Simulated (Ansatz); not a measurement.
# AlAsCl3H3: one species, many methods

The task here is to estimate one member of a computed series from the others.

Computed with Ansatz 0.2.0, Gaussian basis. Level: functionals in def2-TZVPP, the program's frozen cores in correlated methods.

Levels to be run: LDA (SPW92), PBE-D4, revPBE-D4, BLYP-D4, r2SCAN-D4, B97M-V, PBE0-D4, B3LYP-D4, r2SCANh-D4, r2SCAN0-D4, HSE06-D4, BHLYP-D4, CAM-B3LYP-D4, LC-ωPBE, ωB97X-V, ωB97M-V, B2PLYP, PBE-QIDH; CCSD(T)/def2-SVP; CCSD(T)/def2-TZVPP; MP2/def2-QZVPP; extrapolation to the limit; RPA on PBE.

### The relaxed structure

The geometry comes from an earlier relaxation with PBE0-D4 in a triple-zeta def2 set; it is a stationary point, not always the lowest conformer.

SMILES `[Cl][Al-]([Cl])([Cl])[AsH3+]`, 8 atoms, charge 0, spin multiplicity 1.

Atoms are counted from 1 here; the program's logs count them from 0.

Bond lengths: Cl1–Al2 2.104 Å, Al2–Cl3 2.104 Å, Al2–Cl4 2.104 Å, Al2–As5 2.579 Å, As5–H6 1.503 Å, As5–H7 1.503 Å, As5–H8 1.503 Å. Angles: Cl1–Al2–Cl3 117.3°, Cl1–Al2–Cl4 117.3°, Cl1–Al2–As5 99.6°, Cl3–Al2–Cl4 117.3°, Cl3–Al2–As5 99.6°, Cl4–Al2–As5 99.6°, Al2–As5–H6 118.3°, Al2–As5–H7 118.4°, Al2–As5–H8 118.4°, H6–As5–H7 99.3°, H6–As5–H8 99.3°, H7–As5–H8 99.3°.

The first run:

Input file in.yaml:

```yaml
crystal:
  periodic: [false, false, false]
  atoms:
    - {symbol: Cl, position_ang: [-0.039856, -1.744242, 2.099364]}
    - {symbol: Al, position_ang: [0.442613, -1.362598, 0.087511]}
    - {symbol: Cl, position_ang: [2.477725, -1.118290, -0.386254]}
    - {symbol: Cl, position_ang: [-0.792094, -2.226333, -1.380611]}
    - {symbol: As, position_ang: [-0.337002, 1.089417, -0.083516]}
    - {symbol: H, position_ang: [-1.784003, 1.398353, 0.182815]}
    - {symbol: H, position_ang: [0.299450, 2.106020, 0.822933]}
    - {symbol: H, position_ang: [-0.174632, 1.800471, -1.398142]}
basis:
  gaussian: {orbitals: def2-TZVPP}
hamiltonian: {xc: lda}
output: {orbitals: {seedname: orbitals}}
```

Run with:

```sh
ansatz run in.yaml --threads 4 --pin off --events-out ev --progress --plain --max-ram 10444MiB
```

Among the steps run: LDA; PBE-D4 (GGA); revPBE-D4 (GGA); BLYP-D4 (GGA); r2SCAN-D4 (meta-GGA); B97M-V (meta-GGA); PBE0-D4 (hybrid); B3LYP-D4 (hybrid); r2SCANh-D4 (hybrid); r2SCAN0-D4 (hybrid); HSE06-D4 (hybrid); BHLYP-D4 (hybrid); CAM-B3LYP-D4 (range-separated); LC-ωPBE (range-separated); ωB97X-V (range-separated); ωB97M-V (range-separated); B2PLYP (double hybrid); PBE-QIDH (double hybrid).

One of the session's tables, all rows but one given; the rest of the session is left out.

It belongs to the step «Frontier levels by functional». 

```
  functional  HOMO (eV)  gap (eV)
 LDA (SPW92)      -7.40      5.70
      PBE-D4      -7.26      5.74
   revPBE-D4      -7.21      5.76
     BLYP-D4      -7.09      5.69
   r2SCAN-D4      -7.63      6.32
      B97M-V          ?         ?
     PBE0-D4      -8.66      7.96
    B3LYP-D4      -8.38      7.47
  r2SCANh-D4      -8.14      7.13
  r2SCAN0-D4      -8.91      8.34
    HSE06-D4      -8.26      7.18
    BHLYP-D4      -9.90     10.13
CAM-B3LYP-D4     -10.01     10.38
     LC-ωPBE     -11.45     12.96
     ωB97X-V     -11.07     12.46
     ωB97M-V     -10.92     12.07
```

Q: Estimate the row for B97M-V from the others.

**Answer.** HOMO (eV): -7.72; gap (eV): 6.32. In the column «HOMO (eV)» it lies between r2SCANh-D4 (-8.14) and r2SCAN-D4 (-7.63).
